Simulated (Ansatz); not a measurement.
# PtSe2: the cost of one run

Program: Ansatz 0.2.0. Level of theory: DFT PBE+D3(BJ), scalar-relativistic, plane waves, PAW. These are calculated values, not measurements.

The COD entry's cell or inner coordinates are ideal or old and differ from later refinements, so a difference from it is no clean test against experiment.

5 further runs of the same task are left out: 5 set aside as unsound or not needed. Runs told in other sessions of the task aren't counted.

## (1) The starting structure

It takes space group P-3m1 (No. 164, trigonal). The conventional cell has a = 3.707 Å, b = 3.707 Å, c = 31.122 Å, α = 90.00°, β = 90.00°, γ = 120.00°. Se (site symmetry 3m) is surrounded by 3 Pt at 2.52 Å. Pt (site symmetry -3m) has 6 Se at 2.52 Å in its first shell of neighbours.

As a file:

```cif
data_structure
_symmetry_space_group_name_H-M 'P 1'
_symmetry_Int_Tables_number 1
_cell_length_a 3.7069
_cell_length_b 3.7069
_cell_length_c 31.1216
_cell_angle_alpha 90.000
_cell_angle_beta 90.000
_cell_angle_gamma 120.000
_cell_volume 370.35
loop_
_atom_site_label
_atom_site_type_symbol
_atom_site_fract_x
_atom_site_fract_y
_atom_site_fract_z
_atom_site_occupancy
Se1 Se 0.66667 0.33333 0.45743 1
Pt1 Pt 0.00000 0.00000 0.50000 1
Se2 Se 0.33333 0.66667 0.54257 1
```

The sheet was relaxed beforehand at this level: -23463.2466 eV a cell, gap on the mesh 1.38 eV, ionisation potential 5.65 eV, electron affinity 4.27 eV.

## (2) Bands, density of states and charges of the sheet

The sheet is isolated along c: the input cuts the Coulomb interaction between periodic copies.

input.yaml

```yaml
crystal:
  lattice:
    - [3.7068661351, 0.0, 0.0]
    - [-1.8534330675, 3.2102402414, 0.0]
    - [0.0, 0.0, 31.1216233429]
  atoms:
    - { symbol: Se, position: [0.6666666667, 0.3333333333, 0.4574342816] }
    - { symbol: Pt, position: [0.0, 0.0, 0.5] }
    - { symbol: Se, position: [0.3333333333, 0.6666666667, 0.5425657184] }
  periodic: [true, true, false]
basis:
  ecutwfc: 420
kpoints:
  mp_grid: { grid: [12, 12, 1] }
  band_path:
    path:
      - [0, 0, 0]
      - [0.5, 0, 0]
      - [0.3333333333333, 0.3333333333333, 0]
      - [0, 0, 0]
    npoints: 16
hamiltonian:
  xc: pbe
  dispersion: d3bj
scf:
  occupations: { method: gaussian, width: 0.02 }
output:
  forces: true
  stress: true
  eigenvalues: true
  populations: true
  dos: { projected: true, de: 0.02, nscf_kmesh: { grid: [24, 24, 1] } }
  bader: true
  write_density: true
  write_potential: true
  elf: true
  volumetric_format: npy
```

Launch:

```console
> ansatz run input.yaml --threads 2 --pin off --max-ram 5120MiB --backend cpu --events-out ev --progress --plain --runs-dir out
```

What time and memory should one allow on 2 threads of Arm Neoverse V2, shared host?

About 36 s, with a peak of 0.78 GiB.
